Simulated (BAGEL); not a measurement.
**One shape, several levels: triplet C4H12Ge**

Aim: a comparison of 4 runs (UHF/STO-3G, UHF/3-21G, ROHF/6-31G*, UHF/6-31G*) of triplet C4H12Ge. 

The results are computed with BAGEL 1.2.2.

### Step 1. The molecule

C4H12Ge has 17 atoms, charge 0, and is taken as a triplet. As SMILES of the parent species, `[CH3][Ge]([CH3])([CH3])[CH3]`. Geometry: relaxed at PBE0-D4/def2-TZVP. That shape belongs to the parent species and isn't relaxed for this state.

Bond lengths: C1–Ge2 1.959 Å, Ge2–C3 1.959 Å, Ge2–C4 1.959 Å, Ge2–C5 1.959 Å, C1–H6 1.092 Å, C1–H7 1.092 Å, C1–H8 1.092 Å, C3–H9 1.092 Å, C3–H10 1.092 Å, C3–H11 1.092 Å, C4–H12 1.092 Å, C4–H13 1.092 Å, C4–H14 1.092 Å, C5–H15 1.092 Å, C5–H16 1.092 Å, C5–H17 1.092 Å. Some angles: C1–Ge2–C3 109.5°, C1–Ge2–C4 109.5°, C1–Ge2–C5 109.5°, C3–Ge2–C4 109.5°, C3–Ge2–C5 109.5°, C4–Ge2–C5 109.5°, Ge2–C1–H6 110.7°, Ge2–C1–H7 110.7°, Ge2–C1–H8 110.7°, Ge2–C3–H9 110.7°.

### Step 2. A single-point energy at UHF/STO-3G (density fitting with cc-pvqz-jkfit) (run 1)

Contents of input.json:

```json
{ "bagel" : [

{
  "title" : "molecule",
  "basis" : "sto-3g",
  "df_basis" : "cc-pvqz-jkfit",
  "angstrom" : true,
  "geometry" : [
    { "atom" : "C", "xyz" : [      -0.367480,       0.718160,      -1.784830 ] },
    { "atom" : "Ge", "xyz" : [      -0.000050,       0.000060,       0.000040 ] },
    { "atom" : "C", "xyz" : [       1.899890,       0.229070,       0.417460 ] },
    { "atom" : "C", "xyz" : [      -0.452680,      -1.905120,       0.043200 ] },
    { "atom" : "C", "xyz" : [      -1.079730,       0.957890,       1.324170 ] },
    { "atom" : "H", "xyz" : [      -0.121990,       1.781080,      -1.830470 ] },
    { "atom" : "H", "xyz" : [       0.225690,       0.197440,      -2.539250 ] },
    { "atom" : "H", "xyz" : [      -1.422960,       0.599720,      -2.037950 ] },
    { "atom" : "H", "xyz" : [       2.126410,      -0.165000,       1.410210 ] },
    { "atom" : "H", "xyz" : [       2.173880,       1.285800,       0.398230 ] },
    { "atom" : "H", "xyz" : [       2.520450,      -0.298470,      -0.309700 ] },
    { "atom" : "H", "xyz" : [      -0.254160,      -2.325970,       1.030950 ] },
    { "atom" : "H", "xyz" : [       0.138530,      -2.458280,      -0.689380 ] },
    { "atom" : "H", "xyz" : [      -1.509500,      -2.055290,      -0.186490 ] },
    { "atom" : "H", "xyz" : [      -2.144060,       0.843090,       1.109260 ] },
    { "atom" : "H", "xyz" : [      -0.889920,       0.572200,       2.327840 ] },
    { "atom" : "H", "xyz" : [      -0.842310,       2.023590,       1.316720 ] }
  ]
},

{ "title" : "uhf", "nopen" : 2 },

{ "title" : "print", "file" : "orbitals.molden", "orbitals" : true }

]}
```

Started as:

```bash
$ BAGEL_NUM_THREADS=1 BAGEL input.json > input.out
```

Log:

```text
* using 1 threads per process

  ===============================================================
  ===============================================================

  *** Geometry ***

  { "atom" : "C", "xyz" : [     -0.694437,      1.357126,     -3.372840 ] },
  { "atom" : "Ge", "xyz" : [     -0.000094,      0.000113,      0.000076 ] },
  { "atom" : "C", "xyz" : [      3.590272,      0.432880,      0.788885 ] },
  { "atom" : "C", "xyz" : [     -0.855441,     -3.600155,      0.081636 ] },
  { "atom" : "C", "xyz" : [     -2.040394,      1.810150,      2.502319 ] },
  { "atom" : "H", "xyz" : [     -0.230528,      3.365753,     -3.459087 ] },
  { "atom" : "H", "xyz" : [      0.426492,      0.373108,     -4.798487 ] },
  { "atom" : "H", "xyz" : [     -2.689005,      1.133307,     -3.851167 ] },
  { "atom" : "H", "xyz" : [      4.018333,     -0.311805,      2.664911 ] },
  { "atom" : "H", "xyz" : [      4.108038,      2.429810,      0.752546 ] },
  { "atom" : "H", "xyz" : [      4.762960,     -0.564027,     -0.585248 ] },
  { "atom" : "H", "xyz" : [     -0.480293,     -4.395446,      1.948213 ] },
  { "atom" : "H", "xyz" : [      0.261784,     -4.645476,     -1.302739 ] },
  { "atom" : "H", "xyz" : [     -2.852542,     -3.883935,     -0.352415 ] },
  { "atom" : "H", "xyz" : [     -4.051686,      1.593209,      2.096198 ] },
  { "atom" : "H", "xyz" : [     -1.681705,      1.081301,      4.398980 ] },
  { "atom" : "H", "xyz" : [     -1.591735,      3.824031,      2.488240 ] },

  Number of auxiliary basis functions:     1254

  Since a DF basis is specified, we compute 2- and 3-index integrals:
    o Being stored without compression. Storage requirement is 0.025 GB

  Number of basis functions:       50
  Number of electrons      :       68

    * METHOD: MOLECULE                             2.04

  *** Open-shell HF ***

  === Nuclear Repulsion ===
   399.9948984814

      * DIIS with orbital gradients will be used.

  === UHF iteration (sto-3g) ===
      0      -2207.88310071          0.01019325           0.56
      1      -2207.93692118          0.00438838           0.55
      2      -2207.95228358          0.00178750           0.56
      3      -2207.96129800          0.00146704           0.55
      4      -2207.96720243          0.00091776           0.56
      5      -2207.97295493          0.00040220           0.56
      6      -2207.97445896          0.00026918           0.55
      7      -2207.97465041          0.00032777           0.55
      8      -2207.97430282          0.00018440           0.54
      9      -2207.97441568          0.00008203           0.55
     10      -2207.97451205          0.00003283           0.56
     11      -2207.97453082          0.00001677           0.56
     12      -2207.97453482          0.00001059           0.55
     13      -2207.97453616          0.00000596           0.58
     14      -2207.97453634          0.00000368           0.53
     15      -2207.97453634          0.00000281           0.47
     16      -2207.97453634          0.00000159           0.56
     17      -2207.97453633          0.00000061           0.59
     18      -2207.97453633          0.00000038           0.58
     19      -2207.97453633          0.00000017           0.58
     20      -2207.97453633          0.00000009           0.58
     21      -2207.97453633          0.00000003           0.57
     22      -2207.97453633          0.00000001           0.56
     23      -2207.97453633          0.00000001           0.56
    * SCF iteration converged.

    * S^2 (UHF) is 2.0142

    * Permanent dipole moment:
           (    0.033071,    -0.038255,     0.010886) a.u.

    * METHOD: UHF                                 13.88

    * METHOD: PRINT                                0.00

  ===============================================================
```

It took 16 s on 1 thread of Arm Neoverse V2, shared host; peak memory 0.19 GiB.

### Step 3. The energy at UHF/3-21G (density fitting with cc-pvqz-jkfit) (run 2)

Contents of hf.json:

```json
{ "bagel" : [

{
  "title" : "molecule",
  "basis" : "3-21g",
  "df_basis" : "cc-pvqz-jkfit",
  "angstrom" : true,
  "geometry" : [
    { "atom" : "C", "xyz" : [      -0.367480,       0.718160,      -1.784830 ] },
    { "atom" : "Ge", "xyz" : [      -0.000050,       0.000060,       0.000040 ] },
    { "atom" : "C", "xyz" : [       1.899890,       0.229070,       0.417460 ] },
    { "atom" : "C", "xyz" : [      -0.452680,      -1.905120,       0.043200 ] },
    { "atom" : "C", "xyz" : [      -1.079730,       0.957890,       1.324170 ] },
    { "atom" : "H", "xyz" : [      -0.121990,       1.781080,      -1.830470 ] },
    { "atom" : "H", "xyz" : [       0.225690,       0.197440,      -2.539250 ] },
    { "atom" : "H", "xyz" : [      -1.422960,       0.599720,      -2.037950 ] },
    { "atom" : "H", "xyz" : [       2.126410,      -0.165000,       1.410210 ] },
    { "atom" : "H", "xyz" : [       2.173880,       1.285800,       0.398230 ] },
    { "atom" : "H", "xyz" : [       2.520450,      -0.298470,      -0.309700 ] },
    { "atom" : "H", "xyz" : [      -0.254160,      -2.325970,       1.030950 ] },
    { "atom" : "H", "xyz" : [       0.138530,      -2.458280,      -0.689380 ] },
    { "atom" : "H", "xyz" : [      -1.509500,      -2.055290,      -0.186490 ] },
    { "atom" : "H", "xyz" : [      -2.144060,       0.843090,       1.109260 ] },
    { "atom" : "H", "xyz" : [      -0.889920,       0.572200,       2.327840 ] },
    { "atom" : "H", "xyz" : [      -0.842310,       2.023590,       1.316720 ] }
  ]
},

{ "title" : "uhf", "nopen" : 2 },

{ "title" : "print", "file" : "orbitals.molden", "orbitals" : true }

]}
```

Started as:

```bash
$ BAGEL_NUM_THREADS=1 BAGEL hf.json > hf.out
```

Log:

```text
* using 1 threads per process

  ===============================================================
  ===============================================================

  *** Geometry ***

  { "atom" : "C", "xyz" : [     -0.694437,      1.357126,     -3.372840 ] },
  { "atom" : "Ge", "xyz" : [     -0.000094,      0.000113,      0.000076 ] },
  { "atom" : "C", "xyz" : [      3.590272,      0.432880,      0.788885 ] },
  { "atom" : "C", "xyz" : [     -0.855441,     -3.600155,      0.081636 ] },
  { "atom" : "C", "xyz" : [     -2.040394,      1.810150,      2.502319 ] },
  { "atom" : "H", "xyz" : [     -0.230528,      3.365753,     -3.459087 ] },
  { "atom" : "H", "xyz" : [      0.426492,      0.373108,     -4.798487 ] },
  { "atom" : "H", "xyz" : [     -2.689005,      1.133307,     -3.851167 ] },
  { "atom" : "H", "xyz" : [      4.018333,     -0.311805,      2.664911 ] },
  { "atom" : "H", "xyz" : [      4.108038,      2.429810,      0.752546 ] },
  { "atom" : "H", "xyz" : [      4.762960,     -0.564027,     -0.585248 ] },
  { "atom" : "H", "xyz" : [     -0.480293,     -4.395446,      1.948213 ] },
  { "atom" : "H", "xyz" : [      0.261784,     -4.645476,     -1.302739 ] },
  { "atom" : "H", "xyz" : [     -2.852542,     -3.883935,     -0.352415 ] },
  { "atom" : "H", "xyz" : [     -4.051686,      1.593209,      2.096198 ] },
  { "atom" : "H", "xyz" : [     -1.681705,      1.081301,      4.398980 ] },
  { "atom" : "H", "xyz" : [     -1.591735,      3.824031,      2.488240 ] },

  Number of auxiliary basis functions:     1254

  Since a DF basis is specified, we compute 2- and 3-index integrals:
    o Being stored without compression. Storage requirement is 0.067 GB

  Number of basis functions:       82
  Number of electrons      :       68

    * METHOD: MOLECULE                             2.03

  *** Open-shell HF ***

  === Nuclear Repulsion ===
   399.9948984814

      * DIIS with orbital gradients will be used.

  === UHF iteration (3-21g) ===
      0      -2222.46733917          0.02664619           0.94
      1      -2222.58093932          0.00966679           0.95
      2      -2222.60067119          0.00444119           0.97
      3      -2222.60764742          0.00139352           0.96
      4      -2222.61429837          0.00089515           0.96
      5      -2222.61958756          0.00071512           0.95
      6      -2222.62340234          0.00058548           0.96
      7      -2222.62456748          0.00063199           0.96
      8      -2222.62400325          0.00061910           0.93
      9      -2222.62326214          0.00042911           0.89
[... 31 lines of this table left out ...]
     41      -2222.62426637          0.00000004           0.90
     42      -2222.62426637          0.00000002           0.94
     43      -2222.62426637          0.00000001           0.98
     44      -2222.62426637          0.00000001           0.98
    * SCF iteration converged.

    * S^2 (UHF) is 2.0227

    * Permanent dipole moment:
           (    0.118031,    -0.136924,     0.038504) a.u.

    * METHOD: UHF                                 42.96

    * METHOD: PRINT                                0.01

  ===============================================================
```

It took 45 s on 1 thread of Arm Neoverse V2, shared host; peak memory 0.31 GiB.

### Step 4. A single-point energy at ROHF/6-31G(d) (density fitting with cc-pvqz-jkfit, spherical functions) (run 3)

Contents of input.json:

```json
{ "bagel" : [

{
  "title" : "molecule",
  "basis" : "6-31gs.json",
  "df_basis" : "cc-pvqz-jkfit",
  "angstrom" : "true",
  "geometry" : [
    { "atom" : "C", "xyz" : [   -0.367480,    0.718160,   -1.784830 ] },
    { "atom" : "Ge", "xyz" : [   -0.000050,    0.000060,    0.000040 ] },
    { "atom" : "C", "xyz" : [    1.899890,    0.229070,    0.417460 ] },
    { "atom" : "C", "xyz" : [   -0.452680,   -1.905120,    0.043200 ] },
    { "atom" : "C", "xyz" : [   -1.079730,    0.957890,    1.324170 ] },
    { "atom" : "H", "xyz" : [   -0.121990,    1.781080,   -1.830470 ] },
    { "atom" : "H", "xyz" : [    0.225690,    0.197440,   -2.539250 ] },
    { "atom" : "H", "xyz" : [   -1.422960,    0.599720,   -2.037950 ] },
    { "atom" : "H", "xyz" : [    2.126410,   -0.165000,    1.410210 ] },
    { "atom" : "H", "xyz" : [    2.173880,    1.285800,    0.398230 ] },
    { "atom" : "H", "xyz" : [    2.520450,   -0.298470,   -0.309700 ] },
    { "atom" : "H", "xyz" : [   -0.254160,   -2.325970,    1.030950 ] },
    { "atom" : "H", "xyz" : [    0.138530,   -2.458280,   -0.689380 ] },
    { "atom" : "H", "xyz" : [   -1.509500,   -2.055290,   -0.186490 ] },
    { "atom" : "H", "xyz" : [   -2.144060,    0.843090,    1.109260 ] },
    { "atom" : "H", "xyz" : [   -0.889920,    0.572200,    2.327840 ] },
    { "atom" : "H", "xyz" : [   -0.842310,    2.023590,    1.316720 ] }
  ]
},
{ "title" : "rohf", "nopen" : 2 },
{ "title" : "print", "file" : "orbitals.molden", "orbitals" : "true" }

]}
```

The basis set 6-31G* is read from a file made from the Basis Set Exchange's data (not shown).

Started as:

```bash
$ BAGEL_NUM_THREADS=1 BAGEL input.json > input.out
```

Log:

```text
* using 1 threads per process

  ===============================================================
  ===============================================================

  *** Geometry ***

  { "atom" : "C", "xyz" : [     -0.694437,      1.357126,     -3.372840 ] },
  { "atom" : "Ge", "xyz" : [     -0.000094,      0.000113,      0.000076 ] },
  { "atom" : "C", "xyz" : [      3.590272,      0.432880,      0.788885 ] },
  { "atom" : "C", "xyz" : [     -0.855441,     -3.600155,      0.081636 ] },
  { "atom" : "C", "xyz" : [     -2.040394,      1.810150,      2.502319 ] },
  { "atom" : "H", "xyz" : [     -0.230528,      3.365753,     -3.459087 ] },
  { "atom" : "H", "xyz" : [      0.426492,      0.373108,     -4.798487 ] },
  { "atom" : "H", "xyz" : [     -2.689005,      1.133307,     -3.851167 ] },
  { "atom" : "H", "xyz" : [      4.018333,     -0.311805,      2.664911 ] },
  { "atom" : "H", "xyz" : [      4.108038,      2.429810,      0.752546 ] },
  { "atom" : "H", "xyz" : [      4.762960,     -0.564027,     -0.585248 ] },
  { "atom" : "H", "xyz" : [     -0.480293,     -4.395446,      1.948213 ] },
  { "atom" : "H", "xyz" : [      0.261784,     -4.645476,     -1.302739 ] },
  { "atom" : "H", "xyz" : [     -2.852542,     -3.883935,     -0.352415 ] },
  { "atom" : "H", "xyz" : [     -4.051686,      1.593209,      2.096198 ] },
  { "atom" : "H", "xyz" : [     -1.681705,      1.081301,      4.398980 ] },
  { "atom" : "H", "xyz" : [     -1.591735,      3.824031,      2.488240 ] },

  Number of auxiliary basis functions:     1254

  Since a DF basis is specified, we compute 2- and 3-index integrals:
    o Being stored without compression. Storage requirement is 0.126 GB

  Number of basis functions:      112
  Number of electrons      :       68

    * METHOD: MOLECULE                             2.22

  *** Open-shell HF ***

  === Nuclear Repulsion ===
   399.9948984814

      * DIIS with orbital gradients will be used.

  === ROHF iteration (6-31gs.json) ===
      0      -2233.00280420          0.02241195           1.49
      1      -2233.15344853          0.00950233           1.49
      2      -2233.18051272          0.00417913           1.51
      3      -2233.18935384          0.00137400           1.48
      4      -2233.19444414          0.00081067           1.44
      5      -2233.19728268          0.00070654           1.39
      6      -2233.20050640          0.00068967           1.46
      7      -2233.20074151          0.00071086           1.38
      8      -2233.19975688          0.00063377           1.48
      9      -2233.19911287          0.00037915           1.46
[... 49 lines of this table left out ...]
     59      -2233.20018295          0.00000003           1.30
     60      -2233.20018293          0.00000002           1.48
     61      -2233.20018294          0.00000002           1.42
     62      -2233.20018292          0.00000001           1.42
    * SCF iteration converged.

    * S^2 (ROHF) is 2.0000

    * Permanent dipole moment:
           (    0.361028,    -0.418437,     0.116197) a.u.

    * METHOD: ROHF                                91.09

    * METHOD: PRINT                                0.02

  ===============================================================
```

Wall time 94 s (1 thread of Arm Neoverse V2, shared host); peak memory 0.44 GiB.

### Step 5. A single-point energy at UHF/6-31G(d) (density fitting with cc-pvqz-jkfit, spherical functions) (run 4)

Contents of input.json:

```json
{ "bagel": [

{
  "title": "molecule",
  "basis": "6-31gs.json",
  "df_basis": "cc-pvqz-jkfit",
  "angstrom": true,
  "geometry": [
    { "atom": "C", "xyz": [      -0.367480,       0.718160,      -1.784830 ] },
    { "atom": "Ge", "xyz": [      -0.000050,       0.000060,       0.000040 ] },
    { "atom": "C", "xyz": [       1.899890,       0.229070,       0.417460 ] },
    { "atom": "C", "xyz": [      -0.452680,      -1.905120,       0.043200 ] },
    { "atom": "C", "xyz": [      -1.079730,       0.957890,       1.324170 ] },
    { "atom": "H", "xyz": [      -0.121990,       1.781080,      -1.830470 ] },
    { "atom": "H", "xyz": [       0.225690,       0.197440,      -2.539250 ] },
    { "atom": "H", "xyz": [      -1.422960,       0.599720,      -2.037950 ] },
    { "atom": "H", "xyz": [       2.126410,      -0.165000,       1.410210 ] },
    { "atom": "H", "xyz": [       2.173880,       1.285800,       0.398230 ] },
    { "atom": "H", "xyz": [       2.520450,      -0.298470,      -0.309700 ] },
    { "atom": "H", "xyz": [      -0.254160,      -2.325970,       1.030950 ] },
    { "atom": "H", "xyz": [       0.138530,      -2.458280,      -0.689380 ] },
    { "atom": "H", "xyz": [      -1.509500,      -2.055290,      -0.186490 ] },
    { "atom": "H", "xyz": [      -2.144060,       0.843090,       1.109260 ] },
    { "atom": "H", "xyz": [      -0.889920,       0.572200,       2.327840 ] },
    { "atom": "H", "xyz": [      -0.842310,       2.023590,       1.316720 ] }
  ]
},

{ "title": "uhf", "nopen": 2 },

{ "title": "print", "file": "orbitals.molden", "orbitals": true }

]}
```

The basis set 6-31G* is read from a file made from the Basis Set Exchange's data (not shown).

Started as:

```bash
$ BAGEL_NUM_THREADS=1 BAGEL input.json > input.out
```

Log:

```text
* using 1 threads per process

  ===============================================================
  ===============================================================

  *** Geometry ***

  { "atom" : "C", "xyz" : [     -0.694437,      1.357126,     -3.372840 ] },
  { "atom" : "Ge", "xyz" : [     -0.000094,      0.000113,      0.000076 ] },
  { "atom" : "C", "xyz" : [      3.590272,      0.432880,      0.788885 ] },
  { "atom" : "C", "xyz" : [     -0.855441,     -3.600155,      0.081636 ] },
  { "atom" : "C", "xyz" : [     -2.040394,      1.810150,      2.502319 ] },
  { "atom" : "H", "xyz" : [     -0.230528,      3.365753,     -3.459087 ] },
  { "atom" : "H", "xyz" : [      0.426492,      0.373108,     -4.798487 ] },
  { "atom" : "H", "xyz" : [     -2.689005,      1.133307,     -3.851167 ] },
  { "atom" : "H", "xyz" : [      4.018333,     -0.311805,      2.664911 ] },
  { "atom" : "H", "xyz" : [      4.108038,      2.429810,      0.752546 ] },
  { "atom" : "H", "xyz" : [      4.762960,     -0.564027,     -0.585248 ] },
  { "atom" : "H", "xyz" : [     -0.480293,     -4.395446,      1.948213 ] },
  { "atom" : "H", "xyz" : [      0.261784,     -4.645476,     -1.302739 ] },
  { "atom" : "H", "xyz" : [     -2.852542,     -3.883935,     -0.352415 ] },
  { "atom" : "H", "xyz" : [     -4.051686,      1.593209,      2.096198 ] },
  { "atom" : "H", "xyz" : [     -1.681705,      1.081301,      4.398980 ] },
  { "atom" : "H", "xyz" : [     -1.591735,      3.824031,      2.488240 ] },

  Number of auxiliary basis functions:     1254

  Since a DF basis is specified, we compute 2- and 3-index integrals:
    o Being stored without compression. Storage requirement is 0.126 GB

  Number of basis functions:      112
  Number of electrons      :       68

    * METHOD: MOLECULE                             2.32

  *** Open-shell HF ***

  === Nuclear Repulsion ===
   399.9948984814

      * DIIS with orbital gradients will be used.

  === UHF iteration (6-31gs.json) ===
      0      -2233.00280420          0.02241195           1.37
      1      -2233.16041121          0.00950811           1.36
      2      -2233.18908822          0.00419778           1.34
      3      -2233.19784131          0.00134291           1.37
      4      -2233.20286345          0.00072847           1.43
      5      -2233.20538478          0.00056971           1.44
      6      -2233.20863714          0.00038685           1.38
      7      -2233.20958943          0.00039689           1.44
      8      -2233.20969851          0.00040055           1.37
      9      -2233.20897395          0.00032766           1.48
[... 56 lines of this table left out ...]
     66      -2233.20893584          0.00000001           1.39
     67      -2233.20893584          0.00000001           1.43
     68      -2233.20893584          0.00000001           1.36
     69      -2233.20893584          0.00000001           1.45
    * SCF iteration converged.

    * S^2 (UHF) is 2.0364

    * Permanent dipole moment:
           (    0.398882,    -0.462370,     0.129022) a.u.

    * METHOD: UHF                                 98.16

    * METHOD: PRINT                                0.02

  ===============================================================
```

It took 1.7 min on 1 thread of Arm Neoverse V2, shared host; peak memory 0.44 GiB.

### Step 6. Overview of the runs

```tsv
run	level	energy (Eh)	dipole moment (D)	⟨S²⟩	wall time
1	UHF/STO-3G (density fitting with cc-pvqz-jkfit)	-2207.974536	0.13	2.014	16 s
2	UHF/3-21G (density fitting with cc-pvqz-jkfit)	-2222.624266	0.47	2.023	45 s
3	ROHF/6-31G* (density fitting with cc-pvqz-jkfit, spherical functions)	-2233.200183	1.44	2.000	94 s
4	UHF/6-31G* (density fitting with cc-pvqz-jkfit, spherical functions)	-2233.208936	1.59	2.036	1.7 min
```

### Step 7. Outcome

| quantity | value |
| --- | --- |
| run 4: total energy | -2233.20894 Eh |
| run 4: dipole moment | 1.59 D |
| run 4: ⟨S²⟩ | 2.036 |

In words: The dipole moment (its size) runs from 0.13 D (UHF/STO-3G) to 1.59 D (UHF/6-31G*). In run 1 the basis is minimal, so the values are rough. All runs together took 4.3 min, the longest 1.7 min.
